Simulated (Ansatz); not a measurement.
Geometry optimisation, DFT PBE-D3(BJ), scalar-relativistic, plane waves, PAW (Ansatz).

The input (input.yaml):

```yaml
crystal:
  lattice:
    - [8.46, 0.0, 0.0]
    - [0.0, 8.46, 0.0]
    - [0.0, 0.0, 8.46]
  atoms:
    - { symbol: Na, position: [0.0, 0.0, 0.0] }
    - { symbol: Na, position: [0.5, 0.0, 0.0] }
    - { symbol: Na, position: [0.0, 0.5, 0.0] }
    - { symbol: Na, position: [0.0, 0.0, 0.5] }
    - { symbol: Na, position: [0.25, 0.25, 0.25] }
    - { symbol: Na, position: [0.5, 0.5, 0.0] }
    - { symbol: Na, position: [0.5, 0.0, 0.5] }
    - { symbol: Na, position: [0.75, 0.25, 0.25] }
    - { symbol: Na, position: [0.0, 0.5, 0.5] }
    - { symbol: Na, position: [0.25, 0.75, 0.25] }
    - { symbol: Na, position: [0.25, 0.25, 0.75] }
    - { symbol: Na, position: [0.5, 0.5, 0.5] }
    - { symbol: Na, position: [0.75, 0.75, 0.25] }
    - { symbol: Na, position: [0.75, 0.25, 0.75] }
    - { symbol: Na, position: [0.25, 0.75, 0.75] }
    - { symbol: Na, position: [0.75, 0.75, 0.75] }
    - { symbol: Na, position: [0.7485183, 0.1254205, 0.5000971] }
basis:
  ecutwfc: 420.0
kpoints:
  mp_grid: { grid: [2, 2, 2] }
hamiltonian:
  xc: pbe
  dispersion: d3bj
scf:
  occupations: { method: gaussian, width: 0.05 }
  lower_state_search: "off"
relax:
  f_tol: 0.03
  max_steps: 60
  adjacent_minimum: "off"
output:
  write_density: true
  write_potential: true
  elf: true
  volumetric_format: npy
```

Command:

```bash
$ ansatz run input.yaml --threads 4 --pin off --max-ram 10240MiB --backend cpu --events-out ev --progress --plain --runs-dir out
```

**Question.** Where does it end, and by what steps?

**Answer.** The forces met the threshold. The force dipped under the threshold on the way, but the program's further checks kept it going. Limits of this set-up: coarse k mesh, a small cell, in which the defect meets its images, a typed lattice constant that wasn't relaxed here. After 18 steps the energy has fallen by 1.564 eV; Na7 moved furthest, 1.30 Å. Parted: Na7–Na8 (3.66 → 5.26 Å), Na7–Na14 (3.66 → 5.42 Å), Na9–Na17 (3.82 → 4.49 Å). Joined: Na5–Na17 (4.83 → 3.81 Å), Na11–Na17 (4.83 → 3.74 Å).

```
step  energy less start (eV)  largest force component (eV/Å)  accepted
   0                  0.0000                           1.338       yes
   1                 -0.6185                           0.953       yes
   2                 -1.2191                           0.478       yes
   3                 -1.4671                           0.138       yes
   4                 -1.5187                           0.018       yes
   5                 -1.5187                           0.018       yes
   6                 -1.5205                           0.014       yes
   7                 -1.5210                           0.004       yes
   8                 -1.5215                           0.005       yes
   9                 -1.5219                           0.010       yes
  10                 -1.5246                           0.023       yes
  11                 -1.5299                           0.027       yes
  12                 -1.5383                           0.029       yes
  13                 -1.5517                           0.026       yes
  14                 -1.5581                           0.049       yes
  15                 -1.5613                           0.018       yes
  16                 -1.5613                           0.018       yes
  17                 -1.5626                           0.014       yes
  18                 -1.5641                           0.010       yes
```

```xyz
17
Lattice="8.4600 0.0000 0.0000 0.0000 8.4600 0.0000 0.0000 0.0000 8.4600" Properties=species:S:1:pos:R:3
Na 0.065 0.255 -0.065
Na 4.358 0.039 -0.103
Na 0.396 4.005 0.085
Na 0.169 0.153 4.247
Na 2.457 1.963 2.205
Na 4.164 4.364 0.008
Na 3.407 -1.007 4.249
Na 6.502 2.487 1.816
Na 0.228 4.144 4.181
Na 1.860 6.355 1.805
Na 2.404 2.052 6.248
Na 4.264 4.263 4.218
Na 6.461 6.440 2.164
Na 6.587 2.657 6.676
Na 1.824 6.241 6.618
Na 6.486 6.383 6.280
Na 5.460 1.026 4.359
```

Whether the end is a true minimum wasn't checked by a vibrational analysis.

Time of the run: 71 s on 4 threads of Intel(R) Xeon(R) Platinum 8488C (Sapphire Rapids), with other jobs on the host, peak memory 1.4 GiB.
